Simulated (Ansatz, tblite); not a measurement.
# C₁₁H₂₁N: rung by rung

An exercise on one series of results from a longer session: the logs are not shown, and one member is left open.

Computed with Ansatz 0.2.0, Gaussian basis. Level: as each input shows.

Plan: GFN1-xTB, GFN2-xTB, PBE-D4/def2-TZVP, r2SCAN-D4/def2-TZVP, r2SCANh-D4/def2-TZVP, B97M-V/def2-TZVP, PBE-D4/def2-SVP, PBE0-D4/def2-SVP, HF/STO-3G, MP2/def2-SVP.

3 further runs of the same task are left out: 3 that didn't finish. Runs told in other sessions of the task aren't counted.

## The relaxed structure

The singlet was relaxed beforehand with PBE-D4/def2-SVP.

SMILES `[C-]#[N+]CCCCCCCCCC`, 33 atoms, charge 0, spin multiplicity 1.

Bond lengths: C1–N2 1.186 Å, N2–C3 1.420 Å, C3–C4 1.535 Å, C3–H13 1.112 Å, C3–H14 1.112 Å, C4–C5 1.530 Å, C4–H15 1.111 Å, C4–H16 1.111 Å, C5–C6 1.531 Å, C5–H17 1.114 Å, C5–H18 1.114 Å, C6–C7 1.531 Å, C6–H19 1.113 Å, C6–H20 1.114 Å, C7–C8 1.533 Å, C7–H21 1.113 Å, C7–H22 1.114 Å, C8–C9 1.535 Å and more. Angles: C1–N2–C3 178.2°, N2–C3–C4 112.6°, N2–C3–H13 108.4°, N2–C3–H14 108.4°, C4–C3–H13 110.3°, C4–C3–H14 110.3°, H13–C3–H14 106.5°, C3–C4–C5 112.4°, C3–C4–H15 108.8°, C3–C4–H16 108.8°, C5–C4–H15 110.3°, C5–C4–H16 110.2°, H15–C4–H16 106.2°, C4–C5–C6 113.3°, C4–C5–H17 109.5°, C4–C5–H18 109.5°, C6–C5–H17 109.3°, C6–C5–H18 109.3° and more.

As a file:

```csv
atom,x (Å),y (Å),z (Å)
C1,-7.4514,-0.1982,-0.1430
N2,-6.3454,-0.5686,0.0717
C3,-5.0060,-0.9735,0.3148
C4,-3.9839,0.1062,-0.0659
C5,-2.5436,-0.3361,0.2005
C6,-1.5044,0.7245,-0.1733
C7,-0.0592,0.2959,0.0945
C8,0.9726,1.3617,-0.2904
C9,2.4284,0.9975,0.0304
C10,2.9769,-0.1994,-0.7570
C11,4.4755,-0.4652,-0.5515
C12,4.8624,-0.8611,0.8758
H13,-4.8114,-1.9073,-0.2568
H14,-4.9074,-1.2353,1.3911
H15,-4.1158,0.3608,-1.1393
H16,-4.2133,1.0321,0.5035
H17,-2.3318,-1.2733,-0.3627
H18,-2.4287,-0.6005,1.2763
H19,-1.6178,0.9857,-1.2498
H20,-1.7208,1.6636,0.3846
H21,0.1458,-0.6489,-0.4560
H22,0.0576,0.0449,1.1738
H23,0.7149,2.3107,0.2298
H24,0.8799,1.5825,-1.3785
H25,2.5195,0.8060,1.1228
H26,3.0725,1.8817,-0.1740
H27,2.7858,-0.0296,-1.8404
H28,2.4091,-1.1196,-0.4920
H29,5.0493,0.4398,-0.8541
H30,4.7935,-1.2685,-1.2509
H31,4.3027,-1.7608,1.2093
H32,4.6511,-0.0523,1.6050
H33,5.9435,-1.0953,0.9519
```

PBE0-D4/def2-TZVP was run before; its log isn't repeated, and its numbers join the tables.

Set-up of the first run:

Tight binding, by tblite at 300 K electronic temperature and without a spin-polarisation term:

```python
tblite.interface.Calculator('GFN1-xTB', numbers, positions, charge=0, uhf=0).singlepoint()
```

Tight binding, by tblite at 300 K electronic temperature and without a spin-polarisation term:

```python
tblite.interface.Calculator('GFN2-xTB', numbers, positions, charge=0, uhf=0).singlepoint()
```

start.molden holds the orbitals of an earlier run on this state, given as this run's starting guess.

The input, in.yaml:

```yaml
crystal:
  periodic: [false, false, false]
  atoms:
    - {symbol: C, position_ang: [-7.451412, -0.198242, -0.142976]}
    - {symbol: N, position_ang: [-6.345423, -0.568632, 0.071710]}
    - {symbol: C, position_ang: [-5.005994, -0.973527, 0.314847]}
    - {symbol: C, position_ang: [-3.983899, 0.106165, -0.065924]}
    - {symbol: C, position_ang: [-2.543582, -0.336064, 0.200526]}
    - {symbol: C, position_ang: [-1.504410, 0.724511, -0.173329]}
    - {symbol: C, position_ang: [-0.059242, 0.295863, 0.094492]}
    - {symbol: C, position_ang: [0.972640, 1.361693, -0.290443]}
    - {symbol: C, position_ang: [2.428433, 0.997479, 0.030351]}
    - {symbol: C, position_ang: [2.976888, -0.199438, -0.757014]}
    - {symbol: C, position_ang: [4.475459, -0.465195, -0.551503]}
    - {symbol: C, position_ang: [4.862401, -0.861127, 0.875812]}
    - {symbol: H, position_ang: [-4.811433, -1.907323, -0.256818]}
    - {symbol: H, position_ang: [-4.907440, -1.235292, 1.391141]}
    - {symbol: H, position_ang: [-4.115822, 0.360802, -1.139304]}
    - {symbol: H, position_ang: [-4.213340, 1.032128, 0.503537]}
    - {symbol: H, position_ang: [-2.331783, -1.273259, -0.362739]}
    - {symbol: H, position_ang: [-2.428690, -0.600519, 1.276292]}
    - {symbol: H, position_ang: [-1.617762, 0.985733, -1.249801]}
    - {symbol: H, position_ang: [-1.720781, 1.663574, 0.384643]}
    - {symbol: H, position_ang: [0.145752, -0.648927, -0.456032]}
    - {symbol: H, position_ang: [0.057636, 0.044871, 1.173757]}
    - {symbol: H, position_ang: [0.714857, 2.310724, 0.229818]}
    - {symbol: H, position_ang: [0.879909, 1.582533, -1.378510]}
    - {symbol: H, position_ang: [2.519538, 0.806006, 1.122773]}
    - {symbol: H, position_ang: [3.072504, 1.881743, -0.174049]}
    - {symbol: H, position_ang: [2.785767, -0.029619, -1.840401]}
    - {symbol: H, position_ang: [2.409102, -1.119601, -0.491985]}
    - {symbol: H, position_ang: [5.049296, 0.439760, -0.854098]}
    - {symbol: H, position_ang: [4.793522, -1.268528, -1.250940]}
    - {symbol: H, position_ang: [4.302654, -1.760756, 1.209324]}
    - {symbol: H, position_ang: [4.651079, -0.052277, 1.604983]}
    - {symbol: H, position_ang: [5.943546, -1.095287, 0.951869]}
basis:
  gaussian: {orbitals: def2-TZVP, initial_orbitals: start.molden}
hamiltonian: {xc: pbe, dispersion: d4}
scf: {omitted_lower_state_checks: [starts]}
output: {orbitals: {seedname: orbitals}}
```

Started as:

```bash
> ansatz run in.yaml --threads 4 --pin off --events-out ev --progress --plain --max-ram 6963MiB
```

Steps of the session up to this table: PBE-D4/def2-TZVP; r2SCAN-D4/def2-TZVP; r2SCANh-D4/def2-TZVP; B97M-V/def2-TZVP; PBE-D4/def2-SVP; PBE0-D4/def2-SVP; HF/STO-3G; MP2/def2-SVP.

One of the session's tables, all rows but one given; the rest of the session is left out.

It belongs to the step «Binding energy». 

| level | binding an atom (eV) |
| --- | --- |
| HF/STO-3G | ? |
| HF/def2-SVP | 3.243 |
| PBE-D4/def2-SVP | 4.395 |
| PBE-D4/def2-TZVP | 4.348 |
| r2SCAN-D4/def2-TZVP | 4.256 |
| B97M-V/def2-TZVP | 4.249 |
| r2SCANh-D4/def2-TZVP | 4.238 |
| PBE0-D4/def2-SVP | 4.339 |
| PBE0-D4/def2-TZVP | 4.288 |
| MP2/def2-SVP | 4.138 |

**Question.** Estimate the row for HF/STO-3G.

As computed: binding an atom (eV): 3.911. In the column «binding an atom (eV)» it lies between HF/def2-SVP (3.243) and MP2/def2-SVP (4.138).

To keep in mind: Free atoms were run apart at each level; binding is atoms less cluster, divided by the number of atoms, without zero-point or spin-orbit terms.
